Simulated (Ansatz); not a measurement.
This script drives Ansatz 0.2.0, Python API.

`torsion_ch3fste.py`
```python
# -*- coding: utf-8 -*-
"""Energy of CH3FSTe as one group turns about a bond."""

import ansatz as az
from ase import Atoms


def main():
    atoms = Atoms(["F", "C", "S", "Te", "H", "H", "H"], positions=[
        (1.2339, -1.3688, 0.0179),
        (0.1292, -0.4318, -0.0225),
        (0.4998, 1.0137, 0.9935),
        (-0.1314, 0.2183, -2.0424),
        (-0.7806, -0.9288, 0.3487),
        (0.632, 0.2497, 2.175),
        (-1.5216, 1.1797, -1.5158),
    ])

    # relax first, so that the scan starts from a minimum
    first = (
        az.Crystal.molecule_from_ase(atoms).calculation()
        .basis(gaussian="def2-SVP")
        .functional("R2SCAN0")
        .relax(force_tolerance=0.02, max_steps=80)
    )
    atoms.positions = first.run().report["positions_ang"]

    start = atoms.get_dihedral(0, 1, 2, 5)
    energies = {}
    for turn in range(0, 360, 30):
        turned = atoms.copy()
        turned.set_dihedral(0, 1, 2, 5, start + turn, indices=[2, 5])
        calc = (
            az.Crystal.molecule_from_ase(turned).calculation()
            .basis(gaussian="def2-SVP")
            .functional("R2SCAN0")
        )
        energies[round((start + turn) % 360)] = calc.run().report["free_energy_ev"]
    floor = min(energies.values())
    print("dihedral F0-C1-S2-H5 (deg)   E - E(min) (kcal/mol)")
    for angle, e in sorted(energies.items()):
        print(f"{angle:8d} {23.060548 * (e - floor):14.3f}  " + "#" * int(30 * (e - floor) / max(max(energies.values()) - floor, 1e-9)))


if __name__ == "__main__":
    main()
```

It is started by `python torsion_ch3fste.py`. How long does it take on 1 thread of Arm Neoverse V1, on a shared host, and how much memory does it need?

It took about 2.4 min, with a peak of 0.28 GiB, for 13 runs of the engine.

Running `python torsion_ch3fste.py` prints:
```text
dihedral F0-C1-S2-H5 (deg)   E - E(min) (kcal/mol)
      16          5.375  #######################
      46          2.186  #########
      76          0.642  ##
     106          2.553  ###########
     136          5.675  #########################
     166          6.796  ##############################
     196          6.489  ############################
     226          4.840  #####################
     256          1.760  #######
     286          0.000
     316          1.893  ########
     346          5.349  #######################
```

The scan is rigid and the energies are electronic, in a modest basis. With rigid groups the curve can differ much from the relaxed path, the start wasn't checked as a minimum of this torsion, and equivalent turns needn't return to the same energy. def2 sets replace the cores of elements past krypton by effective core potentials.
